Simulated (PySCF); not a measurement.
# C₅H₉FN₂: magnetic properties

Aim: compute the magnetic properties of C₅H₉FN₂ (`CCN1C[C@H](F)C=N1`).

Programs: PySCF 2.14.0, with routines of our own; each step states its level. All values are computed. Atoms count from 0.

### 1 The starting structure

17 atoms, charge 0, multiplicity 1; geometry from: GFN2-xTB.

### 2 Magnetic properties: GIAO PBE0/pcSseg-1

Job settings and geometry (Å):

```
{"job": {"kind": "mag", "xc": "PBE0", "basis": "pcSseg-1", "isotopologues": 2}, "charge": 0, "multiplicity": 1}
C      2.051078     0.834291    -0.170798
C      1.430371    -0.153430     0.819020
N      0.010615    -0.323836     0.660246
C     -0.565816    -0.982489    -0.515248
C     -1.985192    -0.405723    -0.575632
F     -2.240669     0.192160    -1.801426
C     -1.927455     0.609188     0.542652
N     -0.799884     0.622882     1.135140
H      3.101985     0.978052     0.064310
H      1.541241     1.792641    -0.105381
H      1.976464     0.467935    -1.192072
H      1.583057     0.209262     1.837621
H      1.897934    -1.136952     0.717904
H     -0.552348    -2.064905    -0.373594
H     -0.019075    -0.729508    -1.428872
H     -2.776157    -1.153127    -0.447091
H     -2.733145     1.255589     0.823313
```

Level: GIAO PBE0/pcSseg-1 magnetisability, rotational g tensor and spin-rotation constants, non-relativistic, gas phase.

Run with:

```bash
$ OMP_NUM_THREADS=1 python excited_run.py task.json out
```

This one command runs all jobs of the session in turn.

Log:

```text
coarse grid: 14224 points
cycle   1  E = -404.6404333513  dE =  1.174e+00  |g| = 5.406e-01  |ddm| = 3.645e+00
cycle   2  E = -404.6098875653  dE =  3.055e-02  |g| = 7.285e-01  |ddm| = 8.990e-01
cycle   3  E = -404.6955733178  dE = -8.569e-02  |g| = 7.765e-02  |ddm| = 5.163e-01
cycle   4  E = -404.6965039102  dE = -9.306e-04  |g| = 3.653e-02  |ddm| = 9.190e-02
cycle   5  E = -404.6967696687  dE = -2.658e-04  |g| = 1.448e-02  |ddm| = 4.031e-02
cycle   6  E = -404.6968115255  dE = -4.186e-05  |g| = 5.574e-03  |ddm| = 1.507e-02
cycle   7  E = -404.6968183027  dE = -6.777e-06  |g| = 7.723e-04  |ddm| = 4.308e-03
final grid: 137976 points
cycle   8  E = -404.7492734422  dE = -4.611e-05  |g| = 8.695e-03  |ddm| = 2.974e-02
cycle   9  E = -404.7492640853  dE =  9.357e-06  |g| = 1.121e-02  |ddm| = 1.616e-02
cycle  10  E = -404.7492910913  dE = -2.701e-05  |g| = 1.918e-03  |ddm| = 9.365e-03
cycle  11  E = -404.7492918085  dE = -7.172e-07  |g| = 5.010e-04  |ddm| = 1.765e-03
cycle  12  E = -404.7492918566  dE = -4.809e-08  |g| = 1.881e-04  |ddm| = 4.749e-04
cycle  13  E = -404.7492918627  dE = -6.055e-09  |g| = 3.542e-05  |ddm| = 1.447e-04
cycle  14  E = -404.7492918629  dE = -2.473e-10  |g| = 1.067e-05  |ddm| = 3.585e-05
converged SCF energy = -404.7492918629

Magnetisability tensor (1e-30 J/T^2)
    -1084.42      -73.26       27.52
      -73.26    -1134.13      127.80
       27.52      127.80    -1211.34
isotropic -1143.30   principal values   -1324.72  -1095.72  -1009.46
isotropic susceptibility -68.851 1e-6 cm^3/mol

Inertial axes            a          b          c
rot. const./GHz      3.8872     1.4213     1.2781
chi total           -65.379    -69.943    -71.232
chi diamagnetic    -412.500   -939.946  -1025.385
chi paramagnetic    347.122    870.003    954.153
quadrupole/D A        2.813     -3.873      1.060
g nuclear            0.5947     0.5723     0.5642
g electronic        -0.6339    -0.5809    -0.5729
g total             -0.0392    -0.0087    -0.0088

Spin-rotation constants (kHz, H = +C I.J)
atom  isotope        aa         bb         cc
  2    14N        0.470      0.093      0.116
  5    19F        2.396      0.927      1.089
  7    14N        1.019      0.263      0.211
  8     1H        0.077     -0.164     -0.145
  9     1H       -0.365     -0.142     -0.010
 10     1H       -0.337     -0.001     -0.142
 11     1H       -0.203      0.006     -0.131
 12     1H       -0.333     -0.119      0.006
 13     1H       -0.412     -0.148      0.060
 14     1H       -0.392      0.038     -0.118
 15     1H       -0.041     -0.127     -0.019
 16     1H       -0.160     -0.038     -0.054
  0    13C*       0.519      0.196      0.155
  1    13C*       0.599      0.287      0.259
  3    13C*       0.678      0.277      0.285
  4    13C*       1.088      0.342      0.346
  6    13C*       1.093      0.521      0.379
* in the singly substituted isotopologue

Isotopologues: g along a, b, c
2H    at 8,9,10,11,12,1    -0.0337    -0.0077    -0.0075
13C   at 0                 -0.0389    -0.0082    -0.0089
```

It took 29 s on 1 thread of Arm Neoverse V2, shared host; peak memory 0.79 GiB.

In short:

```tsv
quantity	value
magnetisability	-1143·10⁻³⁰ J/T²
molar susceptibility	-68.9·10⁻⁶ cm³/mol
rotational g (a, b, c)	-0.0392, -0.0087, -0.0088
```

Orbitals, density, ELF and potential are computed afterwards from the orbital file.

Frontier orbitals at PBE0/pcSseg-1, with the share of their density that lies nearest to each atom:

```tsv
orbital	energy (eV)	lies on
HOMO	-6.09	N2 43 %; C6 25 %; N7 7 %
LUMO	-0.07	N7 37 %; C6 25 %; N2 8 %
```

ELF in a plane through or near 5 of the atoms.

Ten even steps from '0' (0.00) to '9' (1.00):
```
0000000000000000000000000000
0000000000000000000000000000
0000000000000000000000000000
0000000000000221000220000000
0000000000004775102884000000
0000000000006998426997100000
0000000002005995756884000000
0000000025401656764641000000
0000010036545686447610000000
0000232144258335025556510000
0000121145257577453799970000
0000000026632573375899980000
0000000014400244662399940000
0000000001100258971025400000
0000000000000137871000000000
0000000000000002320000000000
0000000000000000000000000000
0000000000000000000000000000
0000000000000000000000000000
0000000000000000000000000000
```
The map spans 11.6 Å across and 9.3 Å up, centred on the molecule. Atoms in the plane (x, y in Å): C1 (-1.5, 0.1), N2 (0.0, 0.2), C3 (0.8, -0.9), N7 (0.5, 1.3), H15 (3.0, -0.6).

On the surface of density 0.002 e/bohr³ the electrostatic potential runs, from the 1st to the 99th percentile, from -1.49 V near N7 to 0.98 V near H13.

### 3 Magnetic properties: GIAO B97-D/6-31G in dichloromethane

Settings changed since step 2:

```diff
@@ -1,2 +1,2 @@
-{"job": {"kind": "mag", "xc": "PBE0", "basis": "pcSseg-1", "isotopologues": 2}, "charge": 0, "multiplicity": 1}
+{"job": {"kind": "mag", "xc": "B97-D", "basis": "6-31G", "solvent": "dichloromethane"}, "charge": 0, "multiplicity": 1}
 C      2.051078     0.834291    -0.170798
```

With the program's defaults for keys left out, this is: GIAO B97-D/6-31G magnetisability, non-relativistic, IEF-PCM dichloromethane.

Log:

```text
coarse grid: 14224 points
cycle   1  E = -404.8340983882  dE =  1.029e+00  |g| = 6.589e-01  |ddm| = 4.028e+00
cycle   2  E = -404.7050422764  dE =  1.291e-01  |g| = 1.091e+00  |ddm| = 1.820e+00
cycle   3  E = -404.9194793241  dE = -2.144e-01  |g| = 1.321e-01  |ddm| = 1.158e+00
cycle   4  E = -404.9230820795  dE = -3.603e-03  |g| = 4.772e-02  |ddm| = 1.972e-01
cycle   5  E = -404.9233782997  dE = -2.962e-04  |g| = 3.394e-02  |ddm| = 8.854e-02
cycle   6  E = -404.9236824367  dE = -3.041e-04  |g| = 4.142e-03  |ddm| = 4.002e-02
cycle   7  E = -404.9236862965  dE = -3.860e-06  |g| = 1.559e-03  |ddm| = 6.279e-03
final grid: 137976 points
cycle   8  E = -404.8515854569  dE = -3.341e-05  |g| = 1.124e-02  |ddm| = 3.487e-02
cycle   9  E = -404.8515370302  dE =  4.843e-05  |g| = 1.999e-02  |ddm| = 3.154e-02
cycle  10  E = -404.8516088801  dE = -7.185e-05  |g| = 1.600e-03  |ddm| = 2.005e-02
cycle  11  E = -404.8516094859  dE = -6.059e-07  |g| = 6.472e-04  |ddm| = 2.348e-03
cycle  12  E = -404.8516095841  dE = -9.814e-08  |g| = 1.413e-04  |ddm| = 8.281e-04
cycle  13  E = -404.8516095893  dE = -5.264e-09  |g| = 2.764e-05  |ddm| = 2.060e-04
cycle  14  E = -404.8516095895  dE = -1.921e-10  |g| = 5.650e-06  |ddm| = 3.298e-05
converged SCF energy = -404.8516095895

Magnetisability tensor (1e-30 J/T^2)
    -1074.59      -76.29       28.76
      -76.29    -1129.74      129.20
       28.76      129.20    -1206.44
isotropic -1136.92   principal values   -1322.41  -1087.98  -1000.38
isotropic susceptibility -68.467 1e-6 cm^3/mol

Inertial axes            a          b          c
rot. const./GHz      3.8872     1.4213     1.2781
chi total           -64.796    -69.609    -70.996
chi diamagnetic    -411.205   -938.143  -1024.197
chi paramagnetic    346.410    868.534    953.200
quadrupole/D A        3.040     -4.508      1.468
```

It took 10 s on 1 thread of Arm Neoverse V2, shared host; peak memory 0.52 GiB.

In short:

```tsv
quantity	value
magnetisability	-1137·10⁻³⁰ J/T²
molar susceptibility	-68.5·10⁻⁶ cm³/mol
```

### 4 Outcome

```
                                           quantity                      value
       magnetisability (step 2, GIAO PBE0/pcSseg-1)           -1143·10⁻³⁰ J/T²
  molar susceptibility (step 2, GIAO PBE0/pcSseg-1)         -68.9·10⁻⁶ cm³/mol
rotational g (a, b, c) (step 2, GIAO PBE0/pcSseg-1)  -0.0392, -0.0087, -0.0088
              surface potential, 1st and 99th percentile         -1.49 V and 0.98 V
```

**Reading.** The values above hold for this geometry and these levels alone. Vibrational averaging and real surroundings are missing from these values.
